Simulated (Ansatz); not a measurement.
Working through vertical spin-state energies of CH₇Ge₂N, SMILES C=[N][GeH2][GeH3]

Program: the Ansatz DFT code, driven from Python.

The cells in order, each with its output:

**Cell 1**
```python
import warnings

import ansatz as az

warnings.simplefilter("ignore", az.DeckWarning)

system = (
    az.Crystal.molecule()
    .atom("C", (-1.3799, 1.0351, 1.337))
    .atom("N", (-1.5845, 0.71, 0.1129))
    .atom("Ge", (-0.6572, -0.6867, -0.6773))
    .atom("Ge", (1.6898, -0.2194, -0.6207))
    .atom("H", (-1.9358, 1.8566, 1.7748))
    .atom("H", (-0.6561, 0.5009, 1.9457))
    .atom("H", (-0.9402, -1.9986, 0.0982))
    .atom("H", (-1.1164, -0.8446, -2.1492))
    .atom("H", (1.9725, 1.0885, -1.4027))
    .atom("H", (2.1417, -0.0489, 0.8522))
    .atom("H", (2.466, -1.3929, -1.271))
)
```

**Cell 2**
```python
base = (
    system.calculation()
    .basis(gaussian="def2-SVPD")
    .functional("b3lyp", dispersion="d3bj")
)
found = {}
for unpaired in [0, 2, 4]:
    summary = base.spin("collinear", total=unpaired).run().report
    s = unpaired / 2
    found[unpaired] = summary["free_energy_ev"]
    print(f"2S+1 = {unpaired + 1}: E = {found[unpaired]:.5f} eV, <S^2> = {abs(summary['mean_field']['state']['spin_squared']):.3f} (pure state {s * (s + 1):.2f})")
lowest = min(found, key=found.get)
for unpaired, e in found.items():
    print(f"multiplicity {unpaired + 1}: {(e - found[lowest]):.3f} eV above the lowest")
```
Output:
```text
2S+1 = 1: E = -115663.86559 eV, <S^2> = 0.000 (pure state 0.00)
2S+1 = 3: E = -115660.61242 eV, <S^2> = 2.007 (pure state 2.00)
2S+1 = 5: E = -115654.56528 eV, <S^2> = 6.012 (pure state 6.00)
multiplicity 1: 0.000 eV above the lowest
multiplicity 3: 3.253 eV above the lowest
multiplicity 5: 9.300 eV above the lowest
```

In order: multiplicity 1 (+0.00 eV), multiplicity 3 (+3.25 eV) and multiplicity 5 (+9.30 eV), all at the one geometry.

Notes:
- Total energies depend on the basis set; only differences at equal settings carry meaning.
- The geometry is a force-field or estimated start, not a minimum of this method, and the basis set is short of its limit. All parts are taken at fixed geometry, without zero-point energy.
- b3lyp holds the VWN-RPA fit, as in Gaussian; the form of ORCA and Turbomole is b3lyp5.
- It ran for 100 s on 1 thread of Arm Neoverse V2, with other jobs on the host, peak memory 0.83 GiB.
